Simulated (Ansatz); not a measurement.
# Tantalum, hcp under LDA: from relaxation to bulk modulus

What does LDA give for tantalum in the hcp structure? We relax it, solve it on a dense k-mesh, switch on spin-orbit coupling, then scale the cell to 7 volumes from 88 to 112 % of the relaxed one and try a fit of the equation of state. The k-meshes are 12×12×7 for the relaxation; 21×21×10 for the dense run; 13×13×6 for spin-orbit coupling; 14×14×7 for the volumes.

This is Ta in the hcp structure; at room conditions it is bcc.

Program: Ansatz 0.2.0. Level of theory: DFT LDA (PW92), plane waves (420 eV) with PAW, scalar-relativistic; the PAW data stem from PBE, with regenerated cores. These are calculated values, not measurements.

## (1) Starting point

Symmetry: P6_3/mmc, No. 194, hexagonal system. The conventional cell has a = 2.945 Å, b = 2.945 Å, c = 4.809 Å, α = 90.00°, β = 90.00°, γ = 120.00°. Ta (site symmetry -6m2) has 12 Ta at 2.95 Å as nearest neighbours.

Structure file:

```
Ta
1.0
     2.94513    0.00000    0.00000
    -1.47256    2.55056    0.00000
     0.00000    0.00000    4.80940
Ta
2
Direct
  0.33333 0.66667 0.25000
  0.66667 0.33333 0.75000
```

## (2) Relaxation of the cell

input.yaml

```yaml
crystal:
  lattice:
    - [2.9451288715, 0.0, 0.0]
    - [-1.4725644358, 2.5505564202, 0.0]
    - [0.0, 0.0, 4.8093954472]
  atoms:
    - { symbol: Ta, position: [0.3333333333, 0.6666666667, 0.25] }
    - { symbol: Ta, position: [0.6666666667, 0.3333333333, 0.75] }
hamiltonian:
  xc: lda
  pseudopotentials:
    kind: paw
    azcp:
      Ta: "pseudopotentials/Ta.paw.azcp"
basis:
  ecutwfc: 420
  fft_grid_basis: typed
kpoints:
  mp_grid: { grid: [12, 12, 7], shift: [0, 0, 0] }
magnetization:
  spin_polarized: false
scf:
  occupations: { method: fermi_dirac, width: 0.1 }
relax:
  max_steps: 60
  f_tol: 0.01
  cell: {}
```

Further steps of the session: Single point on a dense mesh; With spin-orbit coupling; At 88 % of the relaxed volume; At 92 % of the relaxed volume; At 96 % of the relaxed volume; At 100 % of the relaxed volume; At 104 % of the relaxed volume; At 108 % of the relaxed volume; At 112 % of the relaxed volume.

Before running it: what results should come out? Wanted: space group; conventional cell; volume; shortest distance; gap on the mesh; relative to bcc; highest ELF outside the cores; V₀, B₀, B₀′.

The runs gave:

| quantity | value |
| --- | --- |
| space group (spins left aside) | P6_3/mmc (No. 194) |
| conventional cell | a = 2.836 Å, c = 5.076 Å (c/a = 1.790) |
| volume | 17.672 Å³/atom |
| shortest distance | 2.836 Å |
| gap on the mesh | none (levels filled in part) |
| relative to bcc | +306 meV/atom |
| highest ELF outside the cores | 0.63, 1.77 Å from the nearest atom |
| V₀, B₀, B₀′ | 17.682 Å³/atom, 209 GPa, 3.7 |

**Reading.** From the guessed start the volume shrank by 2.2 % in 6 steps. Against the reference form of tantalum (bcc, computed apart with the same settings) it stands 306 meV/atom higher, so it is far from stable. Levels at the Fermi energy are filled in part, as in a metal. Totals with and without spin-orbit coupling (-21.7 eV/atom apart) can't be read as binding, since the two-component data shift the zero of energy. B₀ comes out at 209 GPa; letting shape and positions relax at each volume could only lower it. Relaxation kept the symmetry; phonons were not checked.
